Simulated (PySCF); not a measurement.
# C3H3F5 (1,1,1,3,3-pentafluoropropane): the cost of one run

Programs: PySCF 2.14.0, with density-fitted response routines of our own. Each step states its level of theory. These are calculated values for one molecule in the gas phase, unless marked as measured. Atoms count from 0, in the outputs and in this text.

## 1. The molecule as given

11 atoms, charge 0, multiplicity 1; geometry from: GFN2-xTB. The atoms were then displaced at random by about 0.01 Å, so the start is not that level's minimum.

Bonds of the start (Å): F0–C1 1.37, C1–F2 1.35, C1–C3 1.51, C3–C4 1.56, C4–F5 1.35, C4–F6 1.34, C4–F7 1.33, C1–H8 1.10, C3–H9 1.07, C3–H10 1.11.

## 2. Geometry optimisation at PBE0-D3(BJ)/def2-SVP

Job settings and geometry (Å):

```
{"job": {"xc": "PBE0", "basis": "def2-SVP", "d3": "d3bj", "grid": 1, "shake": 0.01, "kind": "geom"}, "charge": 0, "multiplicity": 1}
F      2.097500     0.049700     1.225460
C      1.148140    -0.424110     0.365580
F      1.775750    -0.658370    -0.802290
C      0.072130     0.609930     0.170180
C     -1.196850    -0.018210    -0.472930
F     -2.195270     0.880910    -0.551450
F     -1.647670    -1.046490     0.259250
F     -0.956910    -0.465950    -1.699590
H      0.798470    -1.376640     0.789040
H      0.395350     1.415170    -0.456000
H     -0.252510     1.008240     1.157080
```

The run is started by

```bash
$ OMP_NUM_THREADS=1 python probes_run.py task.json out
```

The driver reads the jobs from task.json and runs them one after another.

**Question.** How long does this first job take on 1 thread of Arm Neoverse N1, shared host, and how much memory does it need?

About 68 s, with a peak of 0.5 GiB.
